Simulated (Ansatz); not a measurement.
YbP₂Ru₂, space group I4/mmm, a charge-density difference against the sublattices

Program: Ansatz 0.2.0 through its Python package.

Notebook, run cell by cell (the value of a cell's last expression is shown):

In [1]:
```python
import warnings

import ansatz as az
import numpy as np
```

In [2]:
```python
SMEARING = "gaussian"
SMEARING_WIDTH = 0.05
CUTOFF = 460
KMESH = (8, 8, 8)
```

In [3]:
```python
vectors0 = np.array([
    [-2.03422, 2.03422, 4.805402],
    [2.03422, -2.03422, 4.805402],
    [2.03422, 2.03422, -4.805402],
])
sites = [
    ("Yb", (0.0, 0.0, 0.0)),
    ("P", (0.369901, 0.369901, 0.0)),
    ("P", (0.630099, 0.630099, 0.0)),
    ("Ru", (0.25, 0.75, 0.5)),
    ("Ru", (0.75, 0.25, 0.5)),
]


def make_crystal(cell):
    crystal = az.Crystal(lattice=az.Lattice.of(cell))
    for symbol, position in sites:
        crystal = crystal.atom(symbol, position)
    return crystal
```

In [4]:
```python
warnings.simplefilter("ignore", az.DeckWarning)
```

In [5]:
```python
# same cell, cutoff and mesh for the crystal and its parts
def solve(crystal):
    return (
        crystal.calculation()
        .functional(az.Functional.PBESOL)
        .occupations(SMEARING, width=SMEARING_WIDTH)
        .basis(CUTOFF, grid_basis="typed")
        .kpoints(*KMESH)
        .density()
        .run(threads=1)
    )
```

In [6]:
```python
whole = solve(make_crystal(vectors0))
difference = whole.density().channels[0].density_e_per_ang3.copy()
binding = whole.report["free_energy_ev"]
for element in ["Yb", "P", "Ru"]:
    part = az.Crystal(lattice=az.Lattice.of(vectors0))
    for symbol, position in sites:
        if symbol == element:
            part = part.atom(symbol, position)
    alone = solve(part)
    difference -= alone.density().channels[0].density_e_per_ang3
    binding -= alone.report["free_energy_ev"]
    print(f"{element} sublattice: {alone.report['n_electrons']:g} electrons, {alone.report['n_iterations']} iterations")
```
```text
Yb sublattice: 24 electrons, 12 iterations
P sublattice: 10 electrons, 7 iterations
Ru sublattice: 32 electrons, 7 iterations
```

In [7]:
```python
voxel = abs(np.linalg.det(vectors0)) / difference.size
print(f"energy of the crystal less its unpolarised sublattices: {binding / len(sites):.4f} eV/atom")
print(f"net charge of the difference {difference.sum() * voxel:.5f} e, charge rearranged {0.5 * np.abs(difference).sum() * voxel:.3f} e")
print(f"extremes {difference.min():.4f} and {difference.max():.4f} e/A^3")
for (symbol, position) in sites:
    index = tuple(int(round(p * n)) % n for p, n in zip(position, difference.shape))
    print(f"  change of the pseudo-density at the grid point nearest {symbol}: {difference[index]:+.4f} e/A^3")
profile = difference.mean(axis=(0, 1))
print("planar mean along the third vector:", np.round(profile[:: max(len(profile) // 12, 1)], 4))
```
```text
energy of the crystal less its unpolarised sublattices: -3.9059 eV/atom
net charge of the difference -0.00000 e, charge rearranged 1.210 e
extremes -0.6551 and 0.2128 e/A^3
  change of the pseudo-density at the grid point nearest Yb: -0.6551 e/A^3
  change of the pseudo-density at the grid point nearest P: -0.0492 e/A^3
  change of the pseudo-density at the grid point nearest P: -0.0492 e/A^3
  change of the pseudo-density at the grid point nearest Ru: -0.0658 e/A^3
  change of the pseudo-density at the grid point nearest Ru: -0.0658 e/A^3
planar mean along the third vector: [-0.0198 -0.0132 -0.0001  0.0091  0.014   0.0145 -0.0102 -0.019   0.0093
  0.0155  0.0108  0.0037 -0.0089 -0.019 ]
```

Caveats:
- Semilocal functionals put the nearly full 4f shell of Yb too close to the Fermi level.
- For a metal this k-point mesh is coarse: on a finer one energies can move by several to tens of meV an atom and pressures by half a GPa or more, differences at one mesh by less.
- Densities and potentials on the grid are those of the valence electrons, and inside the cores they hang on the potentials used.
- This cell is a computed structure, which may not be the phase found in nature.
- Charge moved counts every rearrangement, bonding and polarisation too, and is no transfer between atoms; the bare sublattices are artificial references. Values near the nuclei depend on the potentials.
- Hardware and time: 34 s on 1 thread of Arm Neoverse V2, with other jobs on the host, peak memory 0.52 GiB.
